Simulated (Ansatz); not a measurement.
**A workflow on GaCl (SMILES [Cl][Ga])**

Aim: a series of 38 runs (HF/STO-3G, UHF/STO-3G, HF/3-21G, UHF/3-21G, HF/6-31G*, UHF/6-31G*, B3LYP/6-31G*, UB3LYP/6-31G*, and more) of ClGa. 

Program for the calculation: Ansatz 0.2.0.

**1. Starting point**

GaCl has 2 atoms, charge 0, and is taken as a singlet. As SMILES, `[Cl][Ga]`. The shape is that of a PBE0-D4/def2-TZVP optimisation. The run starts from this shape.

Bond lengths: Cl1–Ga2 2.216 Å.

**2. A structure relaxation at HF/STO-3G (paw set gaussian, start density atoms) (run 1)**

The input, job.yaml:

```yaml
crystal:
  periodic: [false, false, false]
  atoms:
    - {symbol: Cl, position_ang: [-0.000000, 0.000000, -0.023560]}
    - {symbol: Ga, position_ang: [0.000000, -0.000000, 2.192160]}
basis:
  gaussian: {orbitals: STO-3G}
hamiltonian: {xc: hf}
relax: {f_tol: 0.002}
output: {orbitals: {seedname: orbitals}}
```

The run is started by

```
$ ansatz run job.yaml --threads 1 --pin off --max-ram 3480MiB --events-out events.jsonl --progress --plain --runs-dir runs
```

Output:

```text
Warning: RAYON_NUM_THREADS=1 ignored (pool sized by the plan → 1); use --threads N
The last accepted step is kept in runs//last_step.txt (removed where the run ends without a failure and the disk answers)
[... 54 lines left out ...]
Total energy: -64096.17792306 eV, -2355.4910927225 hartree
[... 2 lines left out ...]
Dipole moment:     0.000000     0.000000     0.163169 e Å
```

It took 1.8 s on 1 thread of Arm Neoverse V1, shared host; peak memory 0.082 GiB.

Step by step:

```csv
step,energy from the first frame kept (eV),largest force (eV/Å)
1,0.0000,2.2075
2,-0.2321,1.3628
3,-0.3540,0.8293
4,-0.3658,0.3695
5,-0.3698,0.0089
6,-0.3698,0.0002
```

After the run. Bond lengths: Cl1–Ga2 1.930 Å.

**3. The harmonic vibrations at HF/STO-3G (paw set gaussian, start density atoms) (run 2)**

The input, run.yaml:

```yaml
crystal:
  periodic: [false, false, false]
  atoms:
    - {symbol: Cl, position_ang: [0.000000, 0.000000, 0.119185]}
    - {symbol: Ga, position_ang: [-0.000000, -0.000000, 2.049415]}
basis:
  gaussian: {orbitals: STO-3G}
hamiltonian: {xc: hf}
phonons: {temperatures: {t_min: 298.15, t_max: 298.15, t_step: 1}}
```

The run is started by

```
$ ansatz run run.yaml --threads 1 --pin off --max-ram 3480MiB --events-out events.jsonl --progress --plain --runs-dir runs
```

Output:

```text
Warning: RAYON_NUM_THREADS=1 ignored (pool sized by the plan → 1); use --threads N
[... 77 lines left out ...]
Total energy: -64096.17795882 eV, -2355.4910940368 hartree
[... 2 lines left out ...]
Dipole moment:    -0.000000    -0.000000     0.163169 e Å
Vibrations: 465.83 cm⁻¹, zero-point energy 0.028878 eV
```

It took 2.2 s on 1 thread of Arm Neoverse V1, shared host; peak memory 0.082 GiB.

Runs 3 to 32 aren't shown in full; the table further down has their settings and results.

**4. The doublet cation: the energy at UB3LYP-D4/def2-TZVP (paw set gaussian, start density atoms) (run 33)**

The input, job.yaml:

```yaml
basis:
  gaussian:
    orbitals: def2-TZVP
crystal:
  periodic: [false, false, false]
  atoms:
    - {symbol: Cl, position_ang: [-0.000000, 0.000000, -0.035149]}
    - {symbol: Ga, position_ang: [0.000000, -0.000000, 2.203749]}
total_charge: 1
magnetization:
  spin_polarized: true
  initial_magnetization: 1
hamiltonian:
  xc: {name: B3LYP}
  dispersion: d4
```

The run is started by

```
$ ansatz run job.yaml --threads 1 --pin off --max-ram 3480MiB --events-out events.jsonl --progress --plain --runs-dir runs
```

Output:

```text
Warning: RAYON_NUM_THREADS=1 ignored (pool sized by the plan → 1); use --threads N
Functional definition: B3LYP
  name "B3LYP"
  parameter a0 = 0.2
  parameter ax = 0.72
  parameter ac = 0.81
  exchange = (1 - a0 - ax)*slater_x + ax*b88_x + a0*exact_x
  correlation = (1 - ac)*vwn_rpa_c + ac*lyp_c
535 factors; integrals over basis functions are off by at most 1.2e-3 eV
mean field evaluation 1: about -64886.3873 eV, gradient 3.8e1 eV
mean field evaluation 2: about -64786.1299 eV, gradient 1.1e2 eV
mean field evaluation 4: about -64894.1277 eV, gradient 9.0e0 eV
mean field evaluation 8: about -64894.7080 eV, gradient 2.0e-1 eV
mean field evaluation 16: about -64894.7083 eV, gradient 2.6e-5 eV
mean field -64894.70827397 eV, -2384.8365418553 hartree, gradient 2.7e-5 eV, S^2 0.756228; 1 other end points of the search recorded, 0 dependent functions left out
reference -64894.70846308 eV, -2384.8365488048 hartree; 24, 23 occupied and 61, 62 virtual orbitals, 535 factors
Total energy: -64894.76951300 eV, -2384.8387923483 hartree
```

It took 2.9 s on 1 thread of Arm Neoverse V1, shared host; peak memory 0.15 GiB.

Runs 34 to 37 aren't shown in full; the table further down has their settings and results.

**5. The harmonic vibrations at PBE0/aug-cc-pVTZ (paw set gaussian, start density atoms) (run 38)**

The input, molecule.yaml:

```yaml
crystal:
  periodic: [false, false, false]
  atoms:
    - symbol: Cl
      position_ang: [0.000000, 0.000000, -0.026094]
    - symbol: Ga
      position_ang: [-0.000000, -0.000000, 2.194694]
basis:
  gaussian:
    orbitals: aug-cc-pVTZ
hamiltonian:
  xc: {name: PBE0}
phonons:
  temperatures: {t_min: 298.15, t_max: 298.15, t_step: 1}
```

The run is started by

```
$ ansatz run molecule.yaml --threads 1 --pin off --max-ram 3480MiB --events-out events.jsonl --progress --plain --runs-dir runs
```

Output:

```text
Warning: RAYON_NUM_THREADS=1 ignored (pool sized by the plan → 1); use --threads N
[... 22 lines left out ...]
855 factors; their error is unknown
[... 15 lines left out ...]
855 factors; their error is unknown
[... 9 lines left out ...]
855 factors; their error is unknown
[... 5 lines left out ...]
855 factors; their error is unknown
[... 4 lines left out ...]
855 factors; their error is unknown
[... 4 lines left out ...]
855 factors; their error is unknown
[... 4 lines left out ...]
855 factors; their error is unknown
[... 5 lines left out ...]
855 factors; their error is unknown
[... 6 lines left out ...]
Dipole moment:    -0.000000    -0.000000     0.509291 e Å
Vibrations: 358.79 cm⁻¹, zero-point energy 0.022242 eV
```

Wall time 34 s (1 thread of Arm Neoverse V1, shared host); peak memory 0.19 GiB.

**6. The series**

```csv
run,level,task,walk f tol,partner,energy (Eh),dipole moment (D),wall time
1,"HF/STO-3G (paw set gaussian, start density atoms)",optimise,0.002,base,-2355.491093,0.78,1.8 s
2,"HF/STO-3G (paw set gaussian, start density atoms)",frequencies,–,base,-2355.491094,0.78,2.2 s
3,"UHF/STO-3G (paw set gaussian, start density atoms)",energy,–,cation,-2355.347714,–,0.72 s
4,"UHF/STO-3G (paw set gaussian, start density atoms)",optimise,–,cation,-2355.363008,–,3.3 s
5,"HF/3-21G (paw set gaussian, start density atoms)",optimise,0.002,base,-2371.228714,3.99,1.2 s
6,"HF/3-21G (paw set gaussian, start density atoms)",frequencies,–,base,-2371.228714,3.99,2.4 s
7,"UHF/3-21G (paw set gaussian, start density atoms)",energy,–,cation,-2370.901063,–,0.48 s
8,"UHF/3-21G (paw set gaussian, start density atoms)",optimise,–,cation,-2370.902683,–,1.9 s
9,"HF/6-31G* (Cartesian functions, paw set gaussian, start density atoms)",optimise,0.002,base,-2382.522941,2.81,3.9 s
10,"HF/6-31G* (Cartesian functions, paw set gaussian, start density atoms)",frequencies,–,base,-2382.522941,2.81,9.6 s
11,"UHF/6-31G* (Cartesian functions, paw set gaussian, start density atoms)",energy,–,cation,-2382.193258,–,0.88 s
12,"UHF/6-31G* (Cartesian functions, paw set gaussian, start density atoms)",optimise,–,cation,-2382.198375,–,5.1 s
13,"B3LYP/6-31G* (Cartesian functions, paw set gaussian, start density atoms)",optimise,0.002,base,-2384.899184,2.66,6.9 s
14,"B3LYP/6-31G* (Cartesian functions, paw set gaussian, start density atoms)",frequencies,–,base,-2384.899184,2.66,14 s
15,"UB3LYP/6-31G* (Cartesian functions, paw set gaussian, start density atoms)",energy,–,cation,-2384.529858,–,2.3 s
16,"UB3LYP/6-31G* (Cartesian functions, paw set gaussian, start density atoms)",optimise,–,cation,-2384.531817,–,12 s
17,"PBE/def2-SVP (paw set gaussian, start density atoms)",optimise,0.002,base,-2384.248210,1.90,2.8 s
18,"PBE/def2-SVP (paw set gaussian, start density atoms)",frequencies,–,base,-2384.248210,1.90,6.3 s
19,"UPBE/def2-SVP (paw set gaussian, start density atoms)",energy,–,cation,-2383.887851,–,2.1 s
20,"UPBE/def2-SVP (paw set gaussian, start density atoms)",optimise,–,cation,-2383.889815,–,8.1 s
21,"MP2/6-31G* (Cartesian functions, paw set gaussian, start density atoms)",optimise,0.002,base,-2382.883066,2.22,4.5 s
22,"MP2/6-31G* (Cartesian functions, paw set gaussian, start density atoms)",frequencies,–,base,-2382.883066,2.22,14 s
23,"UMP2/6-31G* (Cartesian functions, paw set gaussian, start density atoms)",energy,–,cation,-2382.531579,–,1.6 s
24,"UMP2/6-31G* (Cartesian functions, paw set gaussian, start density atoms)",optimise,–,cation,-2382.536628,–,11 s
25,"wB97M-V/def2-TZVPD (paw set gaussian, start density atoms)",optimise,0.002,base,-2385.011520,2.51,30 s
26,"wB97M-V/def2-TZVPD (paw set gaussian, start density atoms)",frequencies,–,base,-2385.011520,2.51,58 s
27,"B2PLYP/cc-pVTZ (paw set gaussian, start density atoms)",optimise,0.002,base,-2384.662494,2.38,17 s
28,"B2PLYP/cc-pVTZ (paw set gaussian, start density atoms)",frequencies,–,base,-2384.662494,2.38,52 s
29,"UB2PLYP/cc-pVTZ (paw set gaussian, start density atoms)",energy,–,cation,-2384.300899,–,6.9 s
30,"UB2PLYP/cc-pVTZ (paw set gaussian, start density atoms)",optimise,–,cation,-2384.304403,–,43 s
31,"B3LYP-D4/def2-TZVP (paw set gaussian, start density atoms)",optimise,0.002,base,-2385.205032,2.56,7.2 s
32,"B3LYP-D4/def2-TZVP (paw set gaussian, start density atoms)",frequencies,–,base,-2385.205032,2.56,14 s
33,"UB3LYP-D4/def2-TZVP (paw set gaussian, start density atoms)",energy,–,cation,-2384.838792,–,2.9 s
34,"UB3LYP-D4/def2-TZVP (paw set gaussian, start density atoms)",optimise,–,cation,-2384.841261,–,15 s
35,"CCSD(T)/def2-TZVP (paw set gaussian, start density atoms)",optimise,0.002,base,-2383.248008,2.25,2.1 min
36,"CCSD(T)/def2-TZVP (paw set gaussian, start density atoms)",frequencies,–,base,-2383.248008,2.25,7.1 min
37,"PBE0/aug-cc-pVTZ (paw set gaussian, start density atoms)",optimise,0.002,base,-2384.771891,2.45,13 s
38,"PBE0/aug-cc-pVTZ (paw set gaussian, start density atoms)",frequencies,–,base,-2384.771891,2.45,34 s
```

**7. Outcome**

| quantity | value |
| --- | --- |
| run 38, PBE0/aug-cc-pVTZ: total energy | -2384.77189 Eh |
| run 38, PBE0/aug-cc-pVTZ: dipole moment | 2.45 D |
| run 38, PBE0/aug-cc-pVTZ: largest force on an atom | 0.000 eV/Å |
| run 38, PBE0/aug-cc-pVTZ: harmonic wavenumber | 359 cm⁻¹ |
| run 38, PBE0/aug-cc-pVTZ: zero-point energy | 2.1 kJ/mol |
| vertical ionisation energy (to the doublet cation), HF/6-31G* | 8.971 eV |
| vertical ionisation energy (to the doublet cation), MP2/6-31G* | 9.564 eV |
| vertical ionisation energy (to the doublet cation), B3LYP-D4/def2-TZVP | 9.966 eV |
| adiabatic ionisation energy (to the doublet cation, no zero-point term), HF/STO-3G | 3.485 eV |
| adiabatic ionisation energy (to the doublet cation, no zero-point term), HF/3-21G | 8.872 eV |
| adiabatic ionisation energy (to the doublet cation, no zero-point term), HF/6-31G* | 8.832 eV |
| adiabatic ionisation energy (to the doublet cation, no zero-point term), B3LYP/6-31G* | 9.997 eV |
| adiabatic ionisation energy (to the doublet cation, no zero-point term), B3LYP-D4/def2-TZVP | 9.899 eV |

At HF/6-31G*: the vertical ionisation energy comes to 8.97 eV (207 kcal/mol). At MP2/6-31G*: removing an electron at fixed nuclei costs 9.56 eV (221 kcal/mol). At B3LYP-D4/def2-TZVP: the vertical ionisation energy comes to 9.97 eV (962 kJ/mol). At HF/STO-3G: the adiabatic ionisation energy (to the doublet cation, no zero-point term) is 3.49 eV (336 kJ/mol). In a minimal basis such a difference can be off by several eV, whatever the method. At HF/3-21G: the adiabatic ionisation energy (to the doublet cation, no zero-point term) is 8.87 eV (205 kcal/mol). Totals of different functionals can't be ranked against each other. In runs 1, 2, 3, 4 the basis is minimal, so the values are rough. All runs together took 16 min, the longest 7.1 min.
